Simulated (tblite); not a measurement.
# C2H10BGeNO2: the cost of one run

The runs use tblite 0.8.0 and PySCF 2.14.0, with density-fitted response routines of our own; the level of theory stands in each step. All values are computed, except where a source is named. Atoms are numbered from 0 throughout.

### Step 1. Starting geometry

17 atoms, charge 0, multiplicity 1; geometry from: force field or distance geometry start.

Bonds of the start (Å): C0–N1 1.45, N1–Ge2 1.88, N1–C3 1.47, C3–B4 1.61, B4–O5 1.47, B4–O6 1.48, C0–H7 1.12, C0–H8 1.11, C0–H9 1.11, Ge2–H10 1.55, Ge2–H11 1.57, Ge2–H12 1.54, C3–H13 1.11, C3–H14 1.10, O5–H15 0.98, O6–H16 0.99.

### Step 2. Relaxing the molecule with GFN2-xTB

Job settings and geometry (Å):

```
{"job": {"kind": "relax", "xc": "GFN2-xTB", "basis": "xTB"}, "charge": 0, "multiplicity": 1}
C     -1.483300     1.440300    -0.022900
N     -0.548800     0.531300     0.621700
Ge    -1.429300    -1.130800     0.594600
C      0.551500     0.479700    -0.354600
B      1.731900    -0.485500     0.160200
O      1.802800    -1.769400    -0.544800
O      3.020300     0.195600     0.410800
H     -0.998800     2.433500    -0.202400
H     -1.698100     0.972000    -1.004800
H     -2.416400     1.522100     0.581900
H     -0.843800    -1.918200    -0.605300
H     -2.956400    -0.913300     0.280500
H     -1.359700    -1.876900     1.940100
H      0.096500     0.055600    -1.274300
H      0.924000     1.493400    -0.583300
H      2.652900    -2.193300    -0.291000
H      2.947800     1.176000     0.283500
```

On the command line:

```
$ OMP_NUM_THREADS=1 python probes_run.py task.json out
```

The driver reads the jobs from task.json and runs them one after another.

**Question.** How long does this first job take on 1 thread of Arm Neoverse N1, shared host, and how much memory does it need?

About 1.1 s, with a peak of 0.18 GiB.
